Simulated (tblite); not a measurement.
# C5H14N2Si: the cost of one run

The runs use tblite 0.8.0 and PySCF 2.14.0, with density-fitted response routines of our own; the level of theory stands in each step. All values are computed, except where a source is named. Atoms are numbered from 0 throughout.

### Step 1. The starting structure

22 atoms, charge 0, multiplicity 1; geometry from: force field or distance geometry start.

Bonds of the start (Å): C0–N1 1.45, N1–C2 1.43, N1–C3 1.45, C3–C4 1.53, C4–C5 1.53, C5–N6 1.47, N6–Si7 1.81, Si7–C3 1.88, C0–H8 1.10, C0–H9 1.10, C0–H10 1.13, C2–H11 1.12, C2–H12 1.13, C2–H13 1.09, C3–H14 1.11, C4–H15 1.11, C4–H16 1.13, C5–H17 1.12, C5–H18 1.09, N6–H19 1.03, Si7–H20 1.48, Si7–H21 1.46.

### Step 2. Optimising the geometry with GFN2-xTB

Job settings and geometry (Å):

```
{"job": {"kind": "relax", "xc": "GFN2-xTB", "basis": "xTB"}, "charge": 0, "multiplicity": 1}
C     -1.815100    -1.322200     0.724300
N     -1.252000    -0.318300    -0.165000
C     -2.166800     0.741900    -0.454900
C      0.025800     0.171500     0.312400
C      1.074500    -0.928200     0.463300
C      2.411800    -0.210100     0.286000
N      2.415700     0.268000    -1.109300
Si     0.839500     1.155400    -1.069700
H     -1.742600    -2.296600     0.214500
H     -1.310700    -1.319900     1.704000
H     -2.908700    -1.060500     0.835100
H     -2.850000     0.923200     0.412000
H     -2.842900     0.363400    -1.271800
H     -1.710000     1.688900    -0.751200
H     -0.043600     0.771600     1.240300
H      1.042700    -1.445100     1.440400
H      0.900700    -1.629100    -0.400400
H      2.376000     0.734700     0.890700
H      3.261500    -0.850500     0.532500
H      3.152500     0.978600    -1.261900
H      1.026800     2.567200    -0.649300
H      0.104500     1.035700    -2.323600
```

Started as:

```console
$ OMP_NUM_THREADS=1 python probes_run.py task.json out
```

This one command runs all jobs of the session in turn.

Q: Estimate the wall time and peak memory of this first job on 1 thread of Arm Neoverse N1, shared host.

About 1.5 s, with a peak of 0.18 GiB.
